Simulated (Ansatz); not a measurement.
# Si₂H₆O₅: a ladder of functionals and wavefunction methods

An exercise on one series of results from a longer session: the logs are not shown, and one member is left open.

Computed with Ansatz 0.2.0, Gaussian basis. Level: functionals in def2-TZVPP, the program's frozen cores in correlated methods.

Plan: PBE-D4, r2SCAN-D4, PBE0-D4, B3LYP-D4, ωB97X-V, ωB97M-V, B2PLYP; CCSD(T)/def2-TZVPP; MP2/def2-QZVPP; extrapolation to the limit.

**Structure used throughout**

An earlier PBE0-D4 in a triple-zeta def2 set relaxation fixed the geometry.

13 atoms, charge 0, spin multiplicity 1.

Atoms are counted from 1 here; the program's logs count them from 0.

Bond lengths: O1–Si2 1.635 Å, O1–H8 0.963 Å, Si2–O3 1.646 Å, Si2–H9 1.484 Å, Si2–H10 1.478 Å, O3–Si4 1.619 Å, Si4–O5 1.625 Å, Si4–O6 1.641 Å, Si4–O7 1.630 Å, O5–H11 0.958 Å, O6–H12 0.958 Å, O7–H13 0.958 Å. Angles: Si2–O1–H8 114.4°, O1–Si2–O3 110.4°, O1–Si2–H9 111.9°, O1–Si2–H10 107.2°, O3–Si2–H9 107.6°, O3–Si2–H10 108.5°, H9–Si2–H10 111.2°, Si2–O3–Si4 135.7°, O3–Si4–O5 114.8°, O3–Si4–O6 104.4°, O3–Si4–O7 109.8°, O5–Si4–O6 107.0°, O5–Si4–O7 106.5°, O6–Si4–O7 114.5°, Si4–O5–H11 117.1°, Si4–O6–H12 116.9°, Si4–O7–H13 117.4°.

Set-up of the first run:

Input file in.yaml:

```yaml
crystal:
  periodic: [false, false, false]
  atoms:
    - {symbol: O, position_ang: [1.039948, -1.669132, -1.533404]}
    - {symbol: Si, position_ang: [1.820095, -0.601443, -0.571995]}
    - {symbol: O, position_ang: [0.778439, 0.556169, -0.037792]}
    - {symbol: Si, position_ang: [-0.760071, 0.588217, 0.465756]}
    - {symbol: O, position_ang: [-0.948573, 0.741858, 2.072515]}
    - {symbol: O, position_ang: [-1.357898, -0.882525, 0.049659]}
    - {symbol: O, position_ang: [-1.536936, 1.849731, -0.213201]}
    - {symbol: H, position_ang: [0.171527, -1.934468, -1.211746]}
    - {symbol: H, position_ang: [2.410257, -1.259644, 0.620231]}
    - {symbol: H, position_ang: [2.861383, 0.047491, -1.395681]}
    - {symbol: H, position_ang: [-0.977633, 1.632205, 2.425121]}
    - {symbol: H, position_ang: [-2.190747, -1.140673, 0.447529]}
    - {symbol: H, position_ang: [-1.309792, 2.072233, -1.116983]}
basis:
  gaussian: {orbitals: def2-TZVPP}
hamiltonian: {xc: pbe, dispersion: d4}
output: {forces: true, orbitals: {seedname: orbitals}}
```

Started as:

```sh
ansatz run in.yaml --threads 2 --pin off --events-out ev --progress --plain --max-ram 32768MiB --backend cuda --devices 0, --max-vram 18GiB
```

Among the steps run: PBE-D4 (GGA); r2SCAN-D4 (meta-GGA); PBE0-D4 (hybrid); B3LYP-D4 (hybrid); ωB97X-V (range-separated); ωB97M-V (range-separated); B2PLYP (double hybrid); CCSD(T) in def2-TZVPP; MP2 in def2-QZVPP.

One table of the session follows, with a row left open; its other results are not shown here.

It belongs to the step «Atomisation energies». 

```
            method  atomisation energy (eV)
            PBE-D4                   55.726
         r2SCAN-D4                   55.433
           PBE0-D4                   54.461
          B3LYP-D4                   54.987
           ωB97X-V                   55.480
           ωB97M-V                   55.596
            B2PLYP                   54.730
     HF/def2-TZVPP                   39.310
    MP2/def2-TZVPP                        ?
   CCSD/def2-TZVPP                   53.178
CCSD(T)/def2-TZVPP                   54.027
           MP2/CBS                   57.598
       CCSD(T)/CBS                   55.872
```

**Question.** Estimate the row for MP2/def2-TZVPP.

The run gave: atomisation energy (eV): 55.753. In the column «atomisation energy (eV)» it lies between PBE-D4 (55.726) and CCSD(T)/CBS (55.872).
